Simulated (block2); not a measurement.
# GeF2 (SMILES [F][Ge][F]) at DMRG/ANO-RCC-MB

Aim: the energy change on altering one bond length of GeF2 at DMRG/ANO-RCC-MB, from 2 runs. 

The calculation is run with block2 0.5.4.

5 further runs of the same task are left out: 3 that didn't finish, 2 set aside as unsound or not needed. Runs told in other sessions of the task aren't counted.

### Step 1. The structure to begin with

The species is GeF2 (3 atoms), meant as a singlet with charge 0. As SMILES, `[F][Ge][F]`. Geometry: relaxed at PBE0-D4/def2-TZVP.

Bond lengths: F1–Ge2 1.745 Å, Ge2–F3 1.745 Å. Angles: F1–Ge2–F3 97.2°.

### Step 2. A single-point energy at DMRG/ANO-RCC-MB

The input, integrals.py:

```python
from pyscf import ao2mo, cc, dft, gto, mcscf, mp, scf
from pyscf.tools import fcidump

mol = gto.M(atom=[
    ("F", (-0.675900, -1.101800, -0.497500)),
    ("Ge", (0.637500, -0.295200, 0.320200)),
    ("F", (0.027600, 1.332100, 0.164100)),
], basis="ano-rcc-mb", spin=0, verbose=3, max_memory=2000)
print("basis functions          = %d" % (mol.nao))
mf = scf.RHF(mol)
mf.conv_tol = 1e-10
mf.max_cycle = 200
mf.kernel()
if not mf.converged:
    mf = mf.newton().run(mf.mo_coeff, mf.mo_occ)
print(f"E(HF)                    = {mf.e_tot:.10f}")
# MP2, CCSD and CCSD(T) with the same frozen core
ref = mf
pt = mp.MP2(ref, frozen=11).run()
mycc = cc.CCSD(ref, frozen=11)
mycc.max_cycle = 150
mycc.kernel()
print(f"MP2 total energy         = {pt.e_tot:.10f}")
if mycc.converged:
    print(f"CCSD total energy        = {mycc.e_tot:.10f}")
    print(f"E(CCSD(T))               = {mycc.e_tot + mycc.ccsd_t():.10f}")
    print("T1                       = %.4f" % (mycc.get_t1_diagnostic()))
# a few density functionals on the same geometry and basis
ks = dft.RKS(mol, xc="wb97x").set(conv_tol=1e-9, verbose=3).run()
if ks.converged:
    print(f"E(wB97X)                 = {ks.e_tot:.8f}")
ks = dft.RKS(mol, xc="r2scan").set(conv_tol=1e-9, verbose=3).run()
if ks.converged:
    print(f"E(r2SCAN)                = {ks.e_tot:.8f}")
ks = dft.RKS(mol, xc="pbe").set(conv_tol=1e-9, verbose=3).run()
if ks.converged:
    print("E(PBE)                   = %.8f" % (ks.e_tot))
# write the integrals of the correlated orbitals
cas = mcscf.CASCI(mf, 17, 28)
h1, ecore = cas.get_h1eff()
fcidump.from_integrals("FCIDUMP", h1, cas.get_h2eff(), 17, 28, nuc=ecore, ms=0)
# exact diagonalisation in the same space
ci = mcscf.CASCI(mf, 17, (14, 14))
ci.fix_spin_(ss=0)
ci.fcisolver.conv_tol = 1e-10
ci.fcisolver.max_cycle = 200
ci.kernel()
print("E(FCI)                   = %.10f" % (ci.e_tot))
```

The input, block.conf:

```
sym c1
orbitals FCIDUMP
nelec 28
spin 0
irrep 1
occ 2 2 2 2 2 2 2 2 2 2 2 2 2 2 0 0 0
cbias 0.2
schedule
0 150 1E-08 1E-04
4 300 1E-08 1E-04
7 600 1E-08 1E-05
11 600 1E-09 0.0
end
maxiter 17
sweep_tol 1E-06
fiedler
mem 2g
num_thrds 1
prefix ./tmp
outputlevel 2
onepdm
```

Run with:

```console
$ python integrals.py && block2main block.conf
```

The log of the run:

```text
$ python integrals.py
basis functions          = 28
converged SCF energy = -2260.92665813516
E(HF)                    = -2260.9266581352
E(RMP2) = -2260.98480631181  E_corr = -0.0581481766576024
E(SCS-RMP2) = -2260.98567435415  E_corr = -0.0590162189889522
E(CCSD) = -2260.993811224321  E_corr = -0.06715308916458415
MP2 total energy         = -2260.9848063118
CCSD total energy        = -2260.9938112243
CCSD(T) correction = -0.00825438980034871
E(CCSD(T))               = -2261.0020656141
T1                       = 0.0165
converged SCF energy = -2263.50022916576
E(wB97X)                 = -2263.50022917
converged SCF energy = -2263.38181921597
E(r2SCAN)                = -2263.38181922
converged SCF energy = -2263.01444757297
E(PBE)                   = -2263.01444757
CASCI E = -2261.00283342754  E(CI) = -211.754236995855  S^2 = 0.0000000
E(FCI)                   = -2261.0028334275

[... 126 lines left out ...]
 --> Site =    5-   6 .. Mmps =  150 Ndav =  26 E =  -2260.9992655283 Error = 1.61e-07 FLOPS = 4.19e+09 Tdav = 1.51 T = 1.61
[... 69 lines left out ...]
 <-- Site =   15-  16 .. Mmps =    3 Ndav =   1 E =  -2261.0028332650 Error = 0.00e+00 FLOPS = 7.74e+08 Tdav = 0.00 T = 0.00
[... 60 lines left out ...]
 <-- Site =    4-   5 .. Mmps =  600 Ndav =   1 E =  -2261.0028334249 Error = 3.71e-12 FLOPS = 4.04e+09 Tdav = 0.21 T = 1.90
[... 69 lines left out ...]
 --> Site =    6-   7 .. Mmps =  575 Ndav =   1 E =  -2261.0028334248 Error = 4.28e-13 FLOPS = 4.76e+09 Tdav = 1.13 T = 2.21
[... 96 lines left out ...]
 --> Site =   10-  11 .. Nterms =           13 Error =  0.000000000000/ 0.000000000000 FLOPS = 4.52e+09 Tmult = 0.01 T = 0.09
 --> Site =   11-  12 .. Nterms =           11 Error =  0.000000000000/ 0.000000000000 FLOPS = 3.96e+09 Tmult = 0.00 T = 0.04
 --> Site =   12-  13 .. Nterms =            9 Error =  0.000000000000/ 0.000000000000 FLOPS = 2.74e+09 Tmult = 0.00 T = 0.01
 --> Site =   13-  14 .. Nterms =            7 Error =  0.000000000000/ 0.000000000000 FLOPS = 1.30e+09 Tmult = 0.00 T = 0.01
 --> Site =   14-  15 .. Nterms =            5 Error =  0.000000000000/ 0.000000000000 FLOPS = 4.72e+08 Tmult = 0.00 T = 0.00
 --> Site =   15-  16 .. Nterms =            4 Error =  0.000000000000/ 0.000000000000 FLOPS = 1.14e+08 Tmult = 0.00 T = 0.00
[... 7 lines left out ...]
NPDM Sorting | Nsites =    17 | Nmaxops =  2 | DotSite = 2 | SymbolFree = T | Compressed = T | LowMem = F | Mem = 2.26 KB
 Site =     0 ..  T = 0.000
 Site =     1 ..  T = 0.000
 Site =     2 ..  T = 0.000
 Site =     3 ..  T = 0.000
 Site =     4 ..  T = 0.000
 Site =     5 ..  T = 0.000
 Site =     6 ..  T = 0.000
 Site =     7 ..  T = 0.000
 Site =     8 ..  T = 0.000
 Site =     9 ..  T = 0.000
 Site =    10 ..  T = 0.000
 Site =    11 ..  T = 0.000
 Site =    12 ..  T = 0.000
 Site =    13 ..  T = 0.000
 Site =    14 ..  T = 0.000
 Site =    15 ..  T = 0.000
Ttotal =      0.001

DMRG OCC =   2.000 2.000 2.000 2.000 2.000 1.997 1.997 1.987 1.994 1.983 1.974 1.977 1.981 1.946 0.072 0.047 0.046
```

Wall time 4.1 min (1 thread of Arm Neoverse V2, shared host); peak memory 0.94 GiB.

### Step 3. The distorted shape: a single-point energy at DMRG/ANO-RCC-MB

The input, prepare.py:

```python
from pyscf import ao2mo, cc, dft, gto, mcscf, mp, scf
from pyscf.tools import fcidump

geom = [
    ("F", (-0.872912, -1.222792, -0.620157)),
    ("Ge", (0.637500, -0.295200, 0.320200)),
    ("F", (0.027600, 1.332100, 0.164100)),
]
mol = gto.M(
    atom=geom,
    basis="ano-rcc-mb",
    charge=0,
    verbose=3,
)
print("basis functions: %d" % (mol.nao))
mf = scf.RHF(mol)
mf.conv_tol = 1e-10
mf.max_cycle = 200
mf.kernel()
if not mf.converged:
    mf = mf.newton().run(mf.mo_coeff, mf.mo_occ)
print("reference energy: %.10f" % (mf.e_tot))
ref = mf
pt = mp.MP2(ref, frozen=11).run()
mycc = cc.CCSD(ref, frozen=11)
mycc.max_cycle = 150
mycc.kernel()
print("E(MP2): %.10f" % (pt.e_tot))
if mycc.converged:
    print(f"E(CCSD): {mycc.e_tot:.10f}")
    print("E(CCSD(T)): %.10f" % (mycc.e_tot + mycc.ccsd_t()))
    print("T1: %.4f" % (mycc.get_t1_diagnostic()))
ks = dft.RKS(mol, xc="wb97x").set(conv_tol=1e-9, verbose=3).run()
if ks.converged:
    print("E(wB97X): %.8f" % (ks.e_tot))
ks = dft.RKS(mol, xc="r2scan").set(conv_tol=1e-9, verbose=3).run()
if ks.converged:
    print(f"E(r2SCAN): {ks.e_tot:.8f}")
ks = dft.RKS(mol, xc="pbe").set(conv_tol=1e-9, verbose=3).run()
if ks.converged:
    print("E(PBE): %.8f" % (ks.e_tot))
occ_no, mo = mcscf.addons.make_natural_orbitals(mp.MP2(mf, frozen=11).run())
mf.mo_coeff = mo
cas = mcscf.CASCI(mf, 17, 28)
h1, ecore = cas.get_h1eff()
fcidump.from_integrals("FCIDUMP", h1, cas.get_h2eff(), 17, 28, nuc=ecore, ms=0)
ci = mcscf.CASCI(mf, 17, (14, 14))
ci.fix_spin_(ss=0)
ci.fcisolver.conv_tol = 1e-10
ci.fcisolver.max_cycle = 200
ci.kernel()
print("exact diagonalisation: %.10f" % (ci.e_tot))
```

The input, dmrg.conf:

```
sym c1
orbitals FCIDUMP
nelec 28
spin 0
irrep 1
schedule
0 300 1E-07 1E-04
4 600 1E-07 1E-05
7 600 1E-08 0.0
end
maxiter 13
sweep_tol 1E-06
fiedler
mem 2g
num_thrds 1
prefix ./tmp
outputlevel 2
```

Run with:

```console
$ python prepare.py && block2main dmrg.conf
```

The log of the run:

```text
$ python prepare.py
basis functions: 28
converged SCF energy = -2260.92193709645
reference energy: -2260.9219370964
E(RMP2) = -2260.98403518123  E_corr = -0.062098084783533
E(SCS-RMP2) = -2260.98583810968  E_corr = -0.0639010132378563
E(CCSD) = -2260.99504942959  E_corr = -0.07311233314445192
E(MP2): -2260.9840351812
E(CCSD): -2260.9950494296
CCSD(T) correction = -0.00988321514515774
E(CCSD(T)): -2261.0049326447
T1: 0.0195
converged SCF energy = -2263.50218777363
E(wB97X): -2263.50218777
converged SCF energy = -2263.3862433716
E(r2SCAN): -2263.38624337
converged SCF energy = -2263.02419966767
E(PBE): -2263.02419967
E(RMP2) = -2260.98403518123  E_corr = -0.062098084783533
E(SCS-RMP2) = -2260.98583810968  E_corr = -0.0639010132378563
CASCI E = -2261.00649781090  E(CI) = -207.174316364642  S^2 = 0.0000000
exact diagonalisation: -2261.0064978109

$ block2main dmrg.conf

[... 93 lines left out ...]
 <-- Site =   12-  13 .. Mmps =   76 Ndav =   1 E =  -2261.0045099217 Error = 1.10e-14 FLOPS = 2.97e+09 Tdav = 0.02 T = 0.07
[... 35 lines left out ...]
 --> Site =   14-  15 .. Mmps =   56 Ndav =   1 E =  -2261.0064977547 Error = 3.75e-15 FLOPS = 1.86e+09 Tdav = 0.00 T = 0.05
[... 44 lines left out ...]
 --> Site =    9-  10 .. Mmps =  600 Ndav =   1 E =  -2261.0064977855 Error = 6.13e-13 FLOPS = 4.65e+09 Tdav = 1.01 T = 4.49
[... 44 lines left out ...]
 --> Site =    4-   5 .. Mmps =  226 Ndav =   1 E =  -2261.0064977854 Error = 8.63e-14 FLOPS = 4.04e+09 Tdav = 0.21 T = 0.52
[... 30 lines left out ...]
 <-- Site =    5-   6 .. Mmps =  242 Ndav =   2 E =  -2261.0064978092 Error = 2.17e-14 FLOPS = 4.62e+09 Tdav = 0.61 T = 1.10
 <-- Site =    4-   5 .. Mmps =  181 Ndav =   1 E =  -2261.0064978092 Error = 2.78e-14 FLOPS = 4.23e+09 Tdav = 0.09 T = 0.33
 <-- Site =    3-   4 .. Mmps =   93 Ndav =   1 E =  -2261.0064978092 Error = 8.74e-15 FLOPS = 3.38e+09 Tdav = 0.02 T = 0.12
 <-- Site =    2-   3 .. Mmps =   35 Ndav =   1 E =  -2261.0064978092 Error = 1.10e-17 FLOPS = 2.44e+09 Tdav = 0.00 T = 0.03
 <-- Site =    1-   2 .. Mmps =   10 Ndav =   1 E =  -2261.0064978092 Error = 4.72e-18 FLOPS = 6.99e+08 Tdav = 0.00 T = 0.01
 <-- Site =    0-   1 .. Mmps =    3 Ndav =   1 E =  -2261.0064978092 Error = 5.15e-19 FLOPS = 6.06e+07 Tdav = 0.00 T = 0.00
[... 8 lines left out ...]
Final canonical form =  CRRRRRRRRRRRRRRRR 0
DMRG Energy = -2261.006497809223674
```

It took 6.2 min on 1 thread of Arm Neoverse V2, shared host; peak memory 0.96 GiB.

### Step 4. Summary of results

Level: DMRG/ANO-RCC-MB, 11 core orbitals frozen.

```
                                                          quantity           value
                              run 1, DMRG/ANO-RCC-MB: total energy  -2261.00283 Eh
            run 1, DMRG/ANO-RCC-MB: T1 diagnostic of the CCSD step           0.017
                                     distorted shape: total energy  -2261.00650 Eh
                   distorted shape: T1 diagnostic of the CCSD step           0.019
energy change with the F1–Ge2 bond stretched from 1.745 to 2.007 Å       -0.100 eV
```

With the F1–Ge2 bond stretched from 1.745 to 2.007 Å the energy falls by 0.10 eV (2.3 kcal/mol). The first shape isn't relaxed at this level, so the change isn't measured from a minimum. The minimal basis adds a large error of its own. The basis (run 1, DMRG/ANO-RCC-MB) was made for a relativistic Hamiltonian, but the run is non-relativistic. The basis (distorted shape) was made for a relativistic Hamiltonian, but the run is non-relativistic.
